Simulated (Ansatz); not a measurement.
# CH4OSe: single points off equilibrium

The atoms stand at a structure displaced at random from a GFN2-xTB minimum. How far do the functionals agree with CCSD(T) there?

Program: Ansatz 0.2.0, Gaussian basis. Level of theory: single points in def2-TZVPP. These are calculated values, not measurements.

Correlated methods freeze the cores. Filled d shells of the heavier atoms are correlated. B3LYP uses VWN-RPA correlation.

**1. The system as given**

SMILES `OC[SeH]`, 7 atoms, charge 0, spin multiplicity 1.

Atoms are counted from 1 here; the program's logs count them from 0.

Bond lengths: O1–C2 1.418 Å, O1–H4 0.766 Å, C2–Se3 1.789 Å, C2–H5 1.140 Å, C2–H6 0.890 Å, Se3–H7 1.428 Å. Angles: C2–O1–H4 108.7°, O1–C2–Se3 119.7°, O1–C2–H5 95.5°, O1–C2–H6 102.6°, Se3–C2–H5 119.8°, Se3–C2–H6 121.8°, H5–C2–H6 91.2°, C2–Se3–H7 85.8°.

Geometry (Å):

```xyz
7
CH4OSe
O    -1.1542    0.4162   -0.7199
C     0.0626    0.3128    0.0015
Se    1.3696   -0.7432   -0.6120
H    -1.5217   -0.2546   -0.6782
H    -0.4253    0.0842    1.0066
H     0.2154    1.1545    0.2460
H     1.9875   -0.5392    0.6595
```

**2. CCSD(T)/def2-TZVPP**

run/in.yaml reads:

```yaml
crystal:
  periodic: [false, false, false]
  atoms:
    - {symbol: O, position_ang: [-1.154200, 0.416200, -0.719900]}
    - {symbol: C, position_ang: [0.062600, 0.312800, 0.001500]}
    - {symbol: Se, position_ang: [1.369600, -0.743200, -0.612000]}
    - {symbol: H, position_ang: [-1.521700, -0.254600, -0.678200]}
    - {symbol: H, position_ang: [-0.425300, 0.084200, 1.006600]}
    - {symbol: H, position_ang: [0.215400, 1.154500, 0.246000]}
    - {symbol: H, position_ang: [1.987500, -0.539200, 0.659500]}
basis:
  gaussian: {orbitals: def2-TZVPP}
correlation: {method: ccsd_t}
output: {forces: true}
```

The command line of these runs was not kept.

**3. PBE0-D4/def2-TZVPP**

run/in.yaml: that of step 2 with these lines changed.

```diff
@@ -12,3 +12,3 @@
   gaussian: {orbitals: def2-TZVPP}
-correlation: {method: ccsd_t}
-output: {forces: true}
+hamiltonian: {xc: pbe0, dispersion: d4}
+output: {forces: true, orbitals: {seedname: orbitals}}
```

**4. wB97M-V/def2-TZVPP**

run/in.yaml: that of step 3 with these lines changed.

```diff
@@ -12,3 +12,3 @@
   gaussian: {orbitals: def2-TZVPP}
-hamiltonian: {xc: pbe0, dispersion: d4}
-output: {forces: true, orbitals: {seedname: orbitals}}
+hamiltonian: {xc: {name: wB97M-V}}
+output: {forces: true}
```

**5. r2SCAN-D4/def2-TZVPP**

run/in.yaml: that of step 4 with these lines changed.

```diff
@@ -12,3 +12,3 @@
   gaussian: {orbitals: def2-TZVPP}
-hamiltonian: {xc: {name: wB97M-V}}
+hamiltonian: {xc: r2scan, dispersion: d4}
 output: {forces: true}
```

**6. PBE-D4/def2-TZVPP**

run/in.yaml: that of step 5 with these lines changed.

```diff
@@ -12,3 +12,3 @@
   gaussian: {orbitals: def2-TZVPP}
-hamiltonian: {xc: r2scan, dispersion: d4}
+hamiltonian: {xc: pbe, dispersion: d4}
 output: {forces: true}
```

**7. B3LYP-D4/def2-TZVPP**

run/in.yaml: that of step 6 with these lines changed.

```diff
@@ -12,3 +12,3 @@
   gaussian: {orbitals: def2-TZVPP}
-hamiltonian: {xc: pbe, dispersion: d4}
+hamiltonian: {xc: {name: B3LYP}, dispersion: d4}
 output: {forces: true}
```

**8. HSE06-D4/def2-TZVPP**

run/in.yaml: that of step 7 with these lines changed.

```diff
@@ -12,3 +12,3 @@
   gaussian: {orbitals: def2-TZVPP}
-hamiltonian: {xc: {name: B3LYP}, dispersion: d4}
+hamiltonian: {xc: hse06, dispersion: d4}
 output: {forces: true}
```

(Steps that only read results are left out.)

**Question.** What will these runs give? Wanted: energy less free atoms, CCSD(T)/def2-TZVPP; RMS force component; RMS force error; HOMO and LUMO, PBE0-D4; T1 diagnostic.

The runs gave:

| quantity | value |
| --- | --- |
| energy less free atoms, CCSD(T)/def2-TZVPP | -19.744 eV |
| RMS force component | 7.400 to 7.572 eV/Å over the methods |
| RMS force error | PBE0-D4 0.132, wB97M-V 0.070, r2SCAN-D4 0.057, PBE-D4 0.224, B3LYP-D4 0.113, HSE06-D4 0.132 eV/Å |
| HOMO and LUMO, PBE0-D4 | -6.67 and -0.20 eV |
| T1 diagnostic | 0.009 |

Against CCSD(T) the functionals' energies less atoms differ by -1.025 to -0.519 eV, PBE-D4 by -1.025 eV. A larger basis would deepen the CCSD(T) value, while the functionals are nearly converged already, so the order here is not reliable. On forces the order runs from r2SCAN-D4 to PBE-D4. Frozen-core CCSD(T) forces in triple zeta carry basis errors of their own, and this is one geometry, so small gaps rank nothing.
